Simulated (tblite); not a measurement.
# C5H12BFO: the cost of one run

Computed with tblite 0.8.0 and PySCF 2.14.0, with density-fitted response routines of our own, on a single molecule in the gas phase. Atoms are numbered from 0 throughout.

### Step 1. The starting structure

20 atoms, charge 0, multiplicity 1; geometry from: force field or distance geometry start.

Bonds of the start (Å): B0–O1 1.44, O1–C2 1.38, C2–C3 1.52, C3–C4 1.53, C4–C5 1.53, C5–C6 1.52, C6–F7 1.38, C5–O1 1.36, B0–H8 1.17, B0–H9 1.22, B0–H10 1.21, C2–H11 1.12, C2–H12 1.10, C3–H13 1.09, C3–H14 1.11, C4–H15 1.09, C4–H16 1.11, C5–H17 1.10, C6–H18 1.11, C6–H19 1.11.

### Step 2. Geometry optimisation with GFN2-xTB

Job settings and geometry (Å):

```
{"job": {"kind": "relax", "xc": "GFN2-xTB", "basis": "xTB"}, "charge": 0, "multiplicity": 1}
B     -0.964400    -1.802900    -0.233000
O     -0.483500    -0.518400     0.211200
C     -1.462100     0.427300     0.003900
C     -0.761100     1.675900     0.525300
C      0.677500     1.401500     0.095300
C      0.647400    -0.048700    -0.376700
C      1.933500    -0.682500     0.120400
F      2.972400    -0.087700    -0.574100
H     -0.148300    -2.558500    -0.599400
H     -1.855800    -1.681200    -1.053400
H     -1.502000    -2.310000     0.730400
H     -2.353600     0.200400     0.641100
H     -1.759200     0.519900    -1.054200
H     -1.142700     2.591300     0.061200
H     -0.825300     1.671300     1.630100
H      1.364100     1.517800     0.940300
H      0.962500     2.077100    -0.737700
H      0.647300    -0.102700    -1.480100
H      2.109800    -0.500300     1.200000
H      1.938200    -1.779100    -0.053800
```

On the command line:

```console
> OMP_NUM_THREADS=1 python probes_run.py task.json out
```

One launch serves the whole session: the jobs run in the order shown.

**Question.** How long does this first job take on 1 thread of Arm Neoverse N1, shared host, and how much memory does it need?

About 1.2 s, with a peak of 0.18 GiB.
